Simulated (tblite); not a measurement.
# C6H11OPS: the cost of one run

Computed with tblite 0.8.0 and PySCF 2.14.0, with density-fitted response routines of our own, on a single molecule, in the gas phase or a continuum. Atoms are numbered from 0 throughout.

## 1. Starting geometry

20 atoms, charge 0, multiplicity 1; geometry from: force field or distance geometry start.

Bonds of the start (Å): C0–S1 1.81, S1–C2 1.80, C2–P3 1.82, P3–O4 1.49, P3–C5 1.79, C5–C6 1.52, C5–C7 1.33, C7–C8 1.51, C7–P3 1.80, C0–H9 1.13, C0–H10 1.10, C0–H11 1.12, C2–H12 1.10, C2–H13 1.12, C6–H14 1.11, C6–H15 1.11, C6–H16 1.11, C8–H17 1.12, C8–H18 1.12, C8–H19 1.12.

## 2. Optimising the geometry with GFN2-xTB

The job: settings as JSON, then the geometry in Å.

```
{"job": {"kind": "relax", "xc": "GFN2-xTB", "basis": "xTB"}, "charge": 0, "multiplicity": 1}
C      3.528700    -0.195700    -0.971100
S      2.671500    -1.594100    -0.201300
C      1.221300    -0.951000     0.646900
P      0.098800    -0.326500    -0.640900
O      0.209600    -0.816600    -2.042300
C     -1.111800     0.917000    -0.214300
C     -1.505800     2.372200    -0.057600
C     -1.603100    -0.313300    -0.063900
C     -2.747300    -1.235100     0.294200
H      3.634600     0.564200    -0.145600
H      4.500500    -0.536900    -1.352200
H      2.844400     0.160300    -1.782100
H      1.423600    -0.133000     1.351700
H      0.655200    -1.744000     1.199600
H     -1.270500     2.719600     0.971900
H     -2.583800     2.500800    -0.285100
H     -0.946300     3.006400    -0.770500
H     -2.682200    -2.198400    -0.274200
H     -3.736300    -0.738100     0.129600
H     -2.606400    -1.447100     1.384800
```

Command:

```bash
$ OMP_NUM_THREADS=1 python probes_run.py task.json out
```

This one command runs all jobs of the session in turn.

Q: Estimate the wall time and peak memory of this first job on 1 thread of Arm Neoverse N1, shared host.

About 3 s, with a peak of 0.18 GiB.
